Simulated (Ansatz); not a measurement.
What does this script print? It uses the Ansatz DFT code, driven from Python.

`opt.py`:
```python
# -*- coding: utf-8 -*-
import warnings

import ansatz as az
import numpy as np

config = {
    "basis_set": "def2-SVP",
    "functional": "b3lyp",
    "dispersion": "d4",
}

GEOMETRY = """
O    -2.00750    0.60220    0.70200
Al   -0.22800    0.56820    0.75130
S     0.79100   -1.43690    0.76660
S     0.96850   -1.50400   -1.34850
H    -2.26790    0.63840   -0.29430
H     0.63210    1.93440    0.75230
H     2.17310   -0.87030   -1.37520
"""


def main():
    warnings.simplefilter("ignore", az.DeckWarning)

    alh3os2 = az.Crystal.molecule()
    for line in GEOMETRY.strip().splitlines():
        symbol, *xyz = line.split()
        alh3os2 = alh3os2.atom(symbol, [float(v) for v in xyz])

    base = (
        alh3os2.calculation()
        .basis(gaussian=config["basis_set"])
        .functional(config["functional"], dispersion=config["dispersion"])
        .accuracy("medium")
        .scf(lower_state_search="standard")
    )
    symbols = [site.symbol for site in alh3os2.cartesian_sites]
    start = np.array([site.position_ang for site in alh3os2.cartesian_sites], dtype=float)
    def progress(event):
        if event["event"] == "relax_step":
            row = event["data"]
            print(f"step {row['step']:3d}  E = {row['lagrangian_ev']:.6f} eV  max force {row['allowed_force_max_ev_ang']:.4f} eV/A")


    rep = base.relax(force_tolerance=0.01, max_steps=100).session().plan().execute(on_event=progress).report
    end = np.array(rep["positions_ang"])

    for key in ("converged", "free_energy_ev", "reference_energy_ev", "n_frozen", "n_occupied", "n_virtual"):
        print(f"{key:22s} {rep[key]}")

    print("bond        before    after (A)")
    for i, j in [(0, 1), (0, 4), (1, 2), (1, 5), (2, 3), (3, 6)]:
        d0, d1 = (np.linalg.norm(xyz[i] - xyz[j]) for xyz in (start, end))
        print(f"{symbols[i]}{i}-{symbols[j]}{j}".ljust(10), f"{d0:8.4f} {d1:8.4f}")

    charges = rep["charge_distribution"]
    print("dipole moment", round(4.803205 * float(np.linalg.norm(charges["dipole_moment_e_ang"])), 3), "D")
    print("Mulliken:", [(s, round(q, 3)) for s, q in zip(symbols, charges["mulliken_charges_e"])])
    with open("alh3os2_opt.xyz", "w") as handle:
        handle.write(f"{len(symbols)}\nrelaxed AlH3OS2\n")
        handle.writelines(f"{s:2s} {x:11.6f} {y:11.6f} {z:11.6f}\n" for s, (x, y, z) in zip(symbols, end))


if __name__ == "__main__":
    main()
```

Running `python opt.py` prints:
```text
step   1  E = -30356.658020 eV  max force 2.6504 eV/A
step   2  E = -30356.910115 eV  max force 1.4045 eV/A
step   3  E = -30357.070803 eV  max force 0.7526 eV/A
step   4  E = -30357.130973 eV  max force 0.6482 eV/A
step   5  E = -30357.171480 eV  max force 0.3816 eV/A
step   6  E = -30357.182371 eV  max force 0.5724 eV/A
step   7  E = -30357.210793 eV  max force 0.3305 eV/A
step   8  E = -30357.132917 eV  max force 2.0278 eV/A
step   9  E = -30357.229353 eV  max force 0.1310 eV/A
step  10  E = -30357.237837 eV  max force 0.1814 eV/A
step  11  E = -30357.235891 eV  max force 0.1251 eV/A
step  12  E = -30357.243216 eV  max force 0.0629 eV/A
step  13  E = -30357.242155 eV  max force 0.1005 eV/A
step  14  E = -30357.243986 eV  max force 0.0265 eV/A
step  15  E = -30357.244103 eV  max force 0.0152 eV/A
step  16  E = -30357.244095 eV  max force 0.0254 eV/A
step  17  E = -30357.244124 eV  max force 0.0027 eV/A
converged              True
free_energy_ev         -30357.24435950443
reference_energy_ev    -30356.937334882947
n_frozen               0
n_occupied             [28, 28]
n_virtual              [55, 55]
bond        before    after (A)
O0-Al1       1.7805   1.7061
O0-H4        1.0304   0.9611
Al1-S2       2.2492   2.2333
Al1-H5       1.6144   1.5741
S2-S3        2.1236   2.1585
S3-H6        1.3614   1.3612
dipole moment 2.143 D
Mulliken: [('O', -0.444), ('Al', 0.641), ('S', -0.251), ('S', -0.055), ('H', 0.183), ('H', -0.183), ('H', 0.108)]
```

`alh3os2_opt.xyz`, as written:
```text
7
relaxed AlH3OS2
O    -1.880680    0.314193    0.350973
Al   -0.177866    0.357970    0.447408
S     0.813569   -1.569240    0.986324
S     0.942778   -1.258249   -1.145732
H    -2.446648    1.046124    0.090770
H     0.648297    1.697858    0.439580
H     2.161849   -0.656656   -1.215123
```

Reading the output:
- The settings weren't tested for convergence.
- The end point is the stationary point reached from this start; no frequency run checks that it is a minimum, and the basis set is modest.
- Total less reference energy is the dispersion correction.
- b3lyp holds the VWN-RPA fit, as in Gaussian; the form of ORCA and Turbomole is b3lyp5.
- The bonding changed during the relaxation, so the end is another isomer than the start names.
- It ran for 97 s on 1 thread of Arm Neoverse N1, with other jobs on the host, peak memory 0.24 GiB.

(A comment or docstring line of the script was reworded after the run, the code is as it ran; lines on the test bed's own set-up are left out of the output.)
